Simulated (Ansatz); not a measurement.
# AsH2OS− (SMILES [O-][AsH]S): single points off equilibrium

One table from this session's results is given with a row withheld; the runs are named, their logs left out.

Method: single points in def2-TZVPPD; program: Ansatz 0.2.0, Gaussian basis.

Cores are frozen in the correlated methods. Filled d shells of the heavier atoms are correlated.

## The system as given

5 atoms, charge -1, spin multiplicity 1.

Atoms are counted from 1 here; the program's logs count them from 0.

Bond lengths: O1–As2 1.571 Å, As2–S3 2.372 Å, As2–H4 1.636 Å, S3–H5 1.325 Å. Angles: O1–As2–S3 103.3°, O1–As2–H4 104.8°, S3–As2–H4 88.3°, As2–S3–H5 90.2°.

Coordinates:

```xyz
5
AsH2OS
O    -1.1078   -0.3149    1.1851
As   -0.8986    0.3330   -0.2310
S     1.4591    0.3282   -0.4921
H    -0.9684   -0.9203   -1.2797
H     1.6064    0.5706    0.8018
```

The first run:

File run/in.yaml:

```yaml
crystal:
  periodic: [false, false, false]
  atoms:
    - {symbol: O, position_ang: [-1.107800, -0.314900, 1.185100]}
    - {symbol: As, position_ang: [-0.898600, 0.333000, -0.231000]}
    - {symbol: S, position_ang: [1.459100, 0.328200, -0.492100]}
    - {symbol: H, position_ang: [-0.968400, -0.920300, -1.279700]}
    - {symbol: H, position_ang: [1.606400, 0.570600, 0.801800]}
basis:
  gaussian: {orbitals: "def2-TZVPPD.json"}
total_charge: -1
correlation: {method: ccsd_t}
output: {forces: true}
```

The basis file named in the input lies beside it (Basis Set Exchange, JSON).

No record of the launch command was kept for these runs.

Among the steps run: CCSD(T)/def2-TZVPPD; PBE0-D4/def2-TZVPPD; wB97M-V/def2-TZVPPD; r2SCAN-D4/def2-TZVPPD; PBE-D4/def2-TZVPPD; LC-wPBE/def2-TZVPPD; HSE06-D4/def2-TZVPPD.

One of the session's tables, all rows but one given; the rest of the session is left out.

```
   method  RMS force component (eV/Å)  angle to CCSD(T) forces (°)
  CCSD(T)                       1.902                    reference
  PBE0-D4                       1.757                          1.3
  wB97M-V                       1.784                          0.6
r2SCAN-D4                       1.835                          2.8
   PBE-D4                           ?                            ?
  LC-wPBE                       1.648                          4.6
 HSE06-D4                       1.760                          1.4
```

Q: Estimate the row for PBE-D4 from the others.

**Answer.** RMS force component (eV/Å): 2.101; angle to CCSD(T) forces (°): 5.9. In the column «RMS force component (eV/Å)» it is the highest.
